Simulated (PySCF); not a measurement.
# Cl2H2Si: the cost of one run

Programs: PySCF 2.14.0. All values are calculated, for the isolated system unless a continuum is named. Atoms count from 0, parts from 1.

## 1. The system as given

Each species was relaxed by itself at PBE0-D3(BJ)/def2-SVPD.

## 2. Reaction energy: wB97M-D3(BJ)/def2-TZVPD

Job settings and geometry (Å):

```
{"job": {"kind": "react", "xc": "wB97M-D3(BJ)", "basis": "def2-TZVPD"}, "charge": 0, "multiplicity": 1}
-1 ClH3Si charge 0 multiplicity 1
Si    -0.046860     0.046080     0.013350
Cl     2.033910    -0.002100     0.095990
H     -0.568620    -0.366630     1.343000
H     -0.461710     1.436450    -0.311290
H     -0.486400    -0.899820    -1.046220

-1 Cl2 charge 0 multiplicity 1
Cl     1.014590    -0.005840    -0.013170
Cl    -1.014660    -0.001190     0.014350

+1 Cl2H2Si charge 0 multiplicity 1
Cl    -1.788480     0.256240     0.790460
Si     0.164770     0.115920     0.134100
Cl     0.235080    -1.056900    -1.564230
H      0.638120     1.474390    -0.217460
H      0.965580    -0.544280     1.190450

+1 ClH charge 0 multiplicity 1
Cl     0.644620    -0.001010    -0.011190
H     -0.643390     0.002810     0.011680
```

Method: wB97M-D3(BJ)/def2-TZVPD reaction energy of separated species, gas phase.

The run is started by

```console
> OMP_NUM_THREADS=1 python cluster_run.py task.json out
```

This one command runs all jobs of the session in turn.

**Question.** How long does this first job take on 1 thread of Arm Neoverse N1, shared host, and how much memory does it need?

About 19 s, with a peak of 0.55 GiB.
